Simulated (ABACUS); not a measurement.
Runs of ABACUS 3.10.1 on TmGa3Hg3As2N4. The typed cell holds 13 atoms: a = 3.214 Å, b = 8.382 Å, c = 9.823 Å, α = 85.10°, β = 81.21°, γ = 79.91°. The cell was built by a generator and needn't be a form met in nature.

```csv
cell,gap on the mesh (eV),largest force (eV/Å)
as given,none,0.32
cell strained by -0.03 along c,none,(b)
cell strained by +0.06 along c,none,0.61
cell strained by -0.06 along c,none,1.65
cell strained by +0.03 along c,none,(a)
```

Alike in all rows: task single point; level PBE; potentials or basis PseudoDojo NC SR 0.4.1 PBE standard, lanthanides 3+ (f in core), DZP LCAO (the cutoffs set its grid); no spin polarisation; k mesh 6 × 3 × 2; cutoff (eV) 1361; smearing fermi-dirac 0.05 eV.

Task: Estimate the missing entries.

Result: (a) 0.38; (b) 0.86.

Caveats: the atomic orbitals were generated for these runs and aren't a published set; the 4f electrons are frozen in the core as for a trivalent ion, so they carry no moment and show no levels; the basis of atomic orbitals isn't converged, which shifts pressures, moduli and gaps; the run has no spin polarisation, though such a crystal can be magnetic; forces of over 1 eV/Å show positions far from the minimum, so gaps and moduli don't describe the material at rest (some runs).

A k mesh can miss the band edges, and the runs leave out spin-orbit coupling on As, Ga, Hg, Tm.

A gap of «none» marks a metal or a gap under the smearing width.
